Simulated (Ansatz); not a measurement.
Run this with Ansatz 0.2.0 through its Python package and show what comes out.

`survey_k2scinf6.py`
```python
"""Bonding analysis of K2ScInF6."""

from collections import Counter
from pathlib import Path
import json

import ansatz as az
import numpy as np
from pymatgen.core import Structure
from pymatgen.core import Lattice, Structure
from pymatgen.io.ase import AseAtomsAdaptor
from pymatgen.symmetry.analyzer import SpacegroupAnalyzer

pmg_structure = Structure(
    Lattice([[0.0, 4.626746, 4.626746], [4.626746, 0.0, 4.626746], [4.626746, 4.626746, 0.0]]),
    ["K", "K", "Sc", "In", "F", "F", "F", "F", "F", "F"],
    [
        [0.25, 0.25, 0.25],
        [0.75, 0.75, 0.75],
        [0.0, 0.0, 0.0],
        [0.5, 0.5, 0.5],
        [0.219828, 0.219828, 0.780172],
        [0.219828, 0.780172, 0.780172],
        [0.780172, 0.780172, 0.219828],
        [0.219828, 0.780172, 0.219828],
        [0.780172, 0.219828, 0.780172],
        [0.780172, 0.219828, 0.219828],
    ],
)
system = az.Crystal.from_ase(AseAtomsAdaptor.get_atoms(pmg_structure))

base = system.calculation()
base = base.occupations("fixed")
base = base.kpoints(mesh=(3, 3, 3)).basis(48 * az.Ry)
base = base.functional(az.Functional.R2SCAN).density()
base = base.potential().electron_localization_function()
base = base.output_files(volumetric_format="npy")
base = base.density_of_states(energy_step=0.05, method="smearing", broadening_width=0.15, projected=True)
out = base.run(events_out="events.ndjson")
rep = out.report
with open("events.ndjson") as stream:
    kinds = Counter(json.loads(line)["event"] for line in stream)
print("events:", {kind: kinds[kind] for kind in ("scf_iter", "scf_done", "notice", "finished")})

for key in ("converged", "n_iterations", "n_electrons", "n_kpoints", "n_pw", "n_symmetry_ops", "free_energy_ev", "fermi_energy_ev"):
    print(f"{key:18s} {rep[key]}")

final = Structure(out.lattice.cell_ang, [s.symbol for s in out.lattice.sites], [s.position_frac for s in out.lattice.sites])
# first shell of each atom, within 15 % of its shortest distance
for index, site in enumerate(final):
    near = final.get_neighbors(site, 4.5)
    edge = 1.15 * min(n.nn_distance for n in near)
    shell = Counter((round(n.nn_distance, 2), n.specie.symbol) for n in near if n.nn_distance < edge)
    print(f"{index:2d} {site.specie.symbol:2s}", ", ".join(f"{count} {symbol} at {d:.2f}" for (d, symbol), count in sorted(shell.items())))

folder = Path(out.write_results("fields"))
print("densities in e/A^3, potentials in eV, ELF without unit")
for name in sorted(p.name for p in folder.glob("*.npy")):
    field = np.load(folder / name)
    print(f"{name:16s} {str(field.shape):16s} min {field.min():10.4f}  mean {field.mean():10.4f}  max {field.max():10.4f}")

analyser = SpacegroupAnalyzer(final, symprec=0.01)
standard = analyser.get_conventional_standard_structure()
print(analyser.get_crystal_system(), analyser.get_space_group_symbol(), len(standard), "atoms in the conventional cell")
print("a b c (A):", [round(x, 4) for x in standard.lattice.abc], " angles:", [round(x, 2) for x in standard.lattice.angles])
print(f"mass density {float(final.density):.3f} g/cm^3")

# d-band centre and width over a window about the Fermi level
dos = out.density_of_states()
energy = np.asarray(dos.energies_ev) - dos.fermi_ev
window = (energy > -10) & (energy < 3)
for index, site in enumerate(out.projected_density_of_states().sites):
    for shell in site.shells:
        if shell.l == 2:
            g = sum(np.sum(part.g_bin_mean_per_ev, axis=0) for part in shell.curves)[window]
            if g.sum() > 1e-6:
                centre = (g * energy[window]).sum() / g.sum()
                width = np.sqrt((g * (energy[window] - centre) ** 2).sum() / g.sum())
                print(f"site {index} {site.species} {shell.label}: centre {centre:.3f} eV, rms width {width:.3f} eV")
```

`python survey_k2scinf6.py` gives:
```text
events: {'scf_iter': 7, 'scf_done': 1, 'notice': 2, 'finished': 1}
converged          True
n_iterations       7
n_electrons        84.0
n_kpoints          4
n_pw               7583
n_symmetry_ops     48
free_energy_ev     -15710.63411210489
fermi_energy_ev    3.4498251764290613
 0 K  12 F at 3.28
 1 K  12 F at 3.28
 2 Sc 6 F at 2.03
 3 In 6 F at 2.59
 4 F  1 Sc at 2.03
 5 F  1 Sc at 2.03
 6 F  1 Sc at 2.03
 7 F  1 Sc at 2.03
 8 F  1 Sc at 2.03
 9 F  1 Sc at 2.03
densities in e/A^3, potentials in eV, ELF without unit
elf.npy          (60, 60, 60)     min     0.0006  mean     0.2419  max     0.8800
rho.npy          (60, 60, 60)     min     0.0054  mean     0.4241  max    13.8663
v_es.npy         (60, 60, 60)     min   -86.1777  mean     2.7076  max     8.9514
v_tot.npy        (60, 60, 60)     min  -106.4491  mean    -5.8084  max     5.1270
cubic Fm-3m 40 atoms in the conventional cell
a b c (A): [9.2535, 9.2535, 9.2535]  angles: [90.0, 90.0, 90.0]
mass density 2.950 g/cm^3
site 2 Sc 3D: centre -4.515 eV, rms width 1.185 eV
site 3 In 4D: centre -4.341 eV, rms width 0.508 eV
```

What to keep in mind:
- Absolute energies stand on the zero of these potentials, so only differences at equal settings mean something. A total without «per atom» is that of the cell as typed.
- No spin polarisation was allowed.
- Along an axis with an odd division the mesh misses the point at one half; a gap read on a finite mesh is an upper bound on this functional's gap.
- Semilocal gaps usually lie well under measured ones.
- Under fixed occupations the level called the Fermi level is the highest filled one on the SCF mesh; off the mesh a filled band can lie a little above it.
- An absolute Fermi energy rests on an arbitrary zero of the periodic potential and has no direct meaning.
- Projections exist only for the shells that the potentials hold, some of them semicore, and samples at single energies can miss narrow peaks.
- The empty d shell of the heavier alkali and alkaline-earth atoms, which makes much of a conduction band, may have no channel.
- The crystal has a gap of about 4.09 eV on the mesh; any density of states at or just above the Fermi level is the tail of the broadening.
- Densities and potentials on the grid are those of the valence electrons, and inside the cores they hang on the potentials used.
- This cell is a computed structure, which may not be the phase found in nature.
- The computed bands are complete only to about 7.1 eV above the Fermi level; beyond that the density of states is undercounted.
- A band centre counts only the states inside the window taken.
- Hardware and time: 7.3 s on 1 thread of Intel(R) Xeon(R) 6975P-C (Granite Rapids), on a shared host, peak memory 1.3 GiB.

(Lines on the test bed's own set-up are left out of the output.)
